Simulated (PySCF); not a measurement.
# OsF6: ligand-field states, part 2 of 2

PySCF 2.14.0. Atoms count from 0. Earlier steps stand in the parts before.

## (7) Ligand-field states: state-averaged CASSCF (axial bond length × 1.2)

What the job is given:

```
{"job": {"kind": "lf", "basis": {"metal": "x2c-TZVPall", "ligand": "x2c-SVPall"}, "nevpt": true, "reuse": true}, "charge": 0, "metal": "Os", "open_shell": "d2"}
Os     0.000000     0.000000     0.000000
F      0.000000     0.000000     2.214000
F      0.000000     0.000000    -2.214000
F      1.845000     0.000000     0.000000
F     -1.845000     0.000000     0.000000
F      0.000000     1.845000     0.000000
F     -0.000000    -1.845000     0.000000
```

Method: state-averaged CASSCF of the metal d shell, SC-NEVPT2 on the averaged canonical orbitals, state-interaction spin-orbit coupling.

Standard output:

```text
basis functions 165, electrons 130, active (2e, 5o)
start from the orbitals of the previous structure
stage 1: DIIS on the effective Fock matrix, level shift 0.30
cycle   1  E = -17847.9038698401  dE = -1.785e+04  max|g| = 2.473e+01
cycle   2  E = -17848.6944622568  dE = -7.906e-01  max|g| = 2.879e-01
cycle   3  E = -17848.7252152583  dE = -3.075e-02  max|g| = 7.810e-02
cycle   4  E = -17848.7262072160  dE = -9.920e-04  max|g| = 8.515e-02
cycle   5  E = -17848.7299849422  dE = -3.778e-03  max|g| = 4.429e-02
cycle   6  E = -17848.7309777524  dE = -9.928e-04  max|g| = 9.436e-03
cycle   7  E = -17848.7310497219  dE = -7.197e-05  max|g| = 8.274e-03
cycle   8  E = -17848.7311692838  dE = -1.196e-04  max|g| = 3.527e-03
cycle   9  E = -17848.7311990629  dE = -2.978e-05  max|g| = 2.490e-03
cycle  10  E = -17848.7312071604  dE = -8.097e-06  max|g| = 1.791e-03
cycle  11  E = -17848.7312107595  dE = -3.599e-06  max|g| = 1.671e-03
cycle  12  E = -17848.7312120837  dE = -1.324e-06  max|g| = 1.573e-03
cycle  13  E = -17848.7312130410  dE = -9.573e-07  max|g| = 1.388e-03
cycle  14  E = -17848.7312136509  dE = -6.099e-07  max|g| = 1.225e-03
cycle  15  E = -17848.7312142818  dE = -6.308e-07  max|g| = 1.009e-03
cycle  16  E = -17848.7312141775  dE =  1.043e-07  max|g| = 1.071e-03
cycle  17  E = -17848.7312140647  dE =  1.128e-07  max|g| = 1.118e-03
cycle  18  E = -17848.7312138912  dE =  1.735e-07  max|g| = 1.177e-03
cycle  19  E = -17848.7312137224  dE =  1.688e-07  max|g| = 1.215e-03
cycle  20  E = -17848.7312137945  dE = -7.207e-08  max|g| = 1.156e-03
cycle  21  E = -17848.7312137027  dE =  9.179e-08  max|g| = 1.181e-03
cycle  22  E = -17848.7312134977  dE =  2.050e-07  max|g| = 1.250e-03
cycle  23  E = -17848.7312132801  dE =  2.176e-07  max|g| = 1.309e-03
cycle  24  E = -17848.7312129402  dE =  3.399e-07  max|g| = 1.239e-03
cycle  25  E = -17848.7312125885  dE =  3.517e-07  max|g| = 1.206e-03
cycle  26  E = -17848.7312122406  dE =  3.479e-07  max|g| = 1.222e-03
stage 2: quasi-Newton rotations from the point of smallest gradient
cycle  28  E = -17848.7312151775  dE = -8.957e-07  max|g| = 7.330e-04
cycle  29  E = -17848.7312155719  dE = -3.945e-07  max|g| = 2.577e-04
cycle  30  E = -17848.7312156171  dE = -4.515e-08  max|g| = 1.517e-04
cycle  31  E = -17848.7312156581  dE = -4.097e-08  max|g| = 4.656e-05
cycle  32  E = -17848.7312156621  dE = -4.042e-09  max|g| = 1.508e-05
cycle  33  E = -17848.7312156626  dE = -4.693e-10  max|g| = 3.810e-06
converged average energy = -17848.7312156626

 mult deg   label        CASSCF/cm-1   NEVPT2/cm-1
   3   1   3A2g                0.0           0.0
   3   2   3Eg              4702.1        4473.4
   1   1   1B2g             8549.3        7479.5
   1   1   1B1g            11437.7        7511.0
   1   1   1A1g            14701.2       11870.6
   1   2   1Eg             13594.5       11964.3
   1   1   1A1g            26328.0       21612.3
   3   2   3Eg             31741.9       30632.9
   3   1   3B2g            30321.5       31384.6
   1   2   1Eg             37884.1       34772.9
   1   1   1B2g            37253.9       36343.8
   3   2   3Eg             51223.8       48991.8
   1   2   1Eg             58569.7       55310.4
   3   1   3A2g            59751.2       56781.2
   1   1   1A2g            64316.0       61121.2
   1   1   1A1g            75134.7       65639.6
   3   1   3B1g            74470.4       75371.8
   1   1   1B1g            83508.6       79935.0
   1   1   1A1g           113587.6      106177.3

spin-orbit levels / cm-1
      0.00  x1  3A2g 0.81 3Eg 0.12 1A1g 0.05
    712.72  x2  3A2g 0.79 3Eg 0.16 1Eg 0.04
   2869.24  x1  3Eg 0.80 1B1g 0.17
   3218.12  x1  3Eg 0.80 1B2g 0.17
   7295.81  x2  3Eg 0.78 3A2g 0.18
   8413.90  x1  3Eg 0.80 3A2g 0.10 1A1g 0.09
   8696.56  x1  3Eg 0.99
  10529.30  x1  1B2g 0.79 3Eg 0.19
  10992.69  x1  1B1g 0.80 3Eg 0.17
  14520.00  x2  1Eg 0.91 3Eg 0.05
  14676.62  x1  1A1g 0.92 3A2g 0.06
  24888.53  x1  1A1g 0.83 3Eg 0.08 3Eg 0.06
  31857.78  x1  3Eg 1.00
  32269.31  x2  3Eg 0.71 3B2g 0.26
  32291.07  x1  3Eg 0.88 1A1g 0.06
  32386.93  x1  3B2g 0.56 3Eg 0.42
  33872.32  x2  3B2g 0.52 1Eg 0.31 3Eg 0.15
  34192.69  x1  3Eg 0.75 1B2g 0.20
  37173.91  x1  3Eg 0.56 3B2g 0.41
  39438.92  x2  1Eg 0.66 3B2g 0.18 3Eg 0.14
  40298.39  x1  1B2g 0.77 3Eg 0.20
  50432.45  x1  3Eg 0.97
  50464.48  x1  3Eg 0.97
  51125.17  x2  3Eg 0.90 1Eg 0.05
  52404.06  x1  3Eg 0.86 3A2g 0.11
  52708.88  x1  3Eg 0.94 1A2g 0.05
  56766.40  x2  1Eg 0.63 3A2g 0.35
  60603.45  x1  3A2g 0.86 3Eg 0.12
  61619.07  x2  3A2g 0.62 1Eg 0.30 3Eg 0.07
  64544.57  x1  1A2g 0.95 3Eg 0.05
```

It took 18 s on 1 thread of Intel Xeon 6975P-C, shared host; peak memory 0.45 GiB.

Warnings kept with the result: strongly covalent, metal-shell active space is small for this complex.

Key values:

```
             quantity      value
spin-orbit constant ζ  3500 cm⁻¹
```

Powder susceptibility:

```
T (K)  χT (cm³ K/mol)  μ(eff)
    2           0.001    0.09
   20           0.011    0.30
  100           0.055    0.67
  300           0.170    1.17
```

## (8) The runs side by side

From the NEVPT2 states (cm⁻¹; the spread is that of the fitted one-electron ligand-field levels):

```
step                   setting  ground state    next state  orbital spread  Racah B     ζ  μ(eff), 300 K
   2                  as given          3T1g   1Eg at 7236           44416      438  3660           1.05
   4  axial bond length × 0.95           3Eg  3A2g at 2328           52677      463  3683           1.10
   5  axial bond length × 1.05          3A2g   3Eg at 1635           44979      498  3624           1.10
   6   axial bond length × 1.1          3A2g   3Eg at 2846           46166      535  3584           1.13
   7   axial bond length × 1.2          3A2g   3Eg at 4473           47955      535  3500           1.17
```

## (9) Outcome

The summary covers parts 1 to 2.

| quantity | value |
| --- | --- |
| spin-orbit constant ζ (step 2, state-averaged CASSCF) | 3660 cm⁻¹ |
| ground multiplicity, μ(eff) at 300 K (step 2, 6 donors at 1.84 Å) | 3, 1.05 μB |
| ground multiplicity, μ(eff) at 300 K (step 4, 6 donors at 1.75 to 1.84 Å) | 3, 1.10 μB |
| ground multiplicity, μ(eff) at 300 K (step 5, 6 donors at 1.84 to 1.94 Å) | 3, 1.10 μB |
| ground multiplicity, μ(eff) at 300 K (step 6, 6 donors at 1.84 to 2.03 Å) | 3, 1.13 μB |
| ground multiplicity, μ(eff) at 300 K (step 7, 6 donors at 1.84 to 2.21 Å) | 3, 1.17 μB |

In words: In step 2, χT goes from 0.00 at 2 K to 0.14 cm³ K/mol at 300 K, as higher levels fill or mix in. Step 3 is set aside: its active space failed the test for the metal's shell. The spread of the ligand-field levels runs from 44416 cm⁻¹ (as given) to 52677 cm⁻¹ (axial bond length × 0.95); μ(eff) at 300 K: 1.05 to 1.17 μB. The bonding is strongly covalent, and an active space of the metal's shell alone is small for it, so these values are rough.
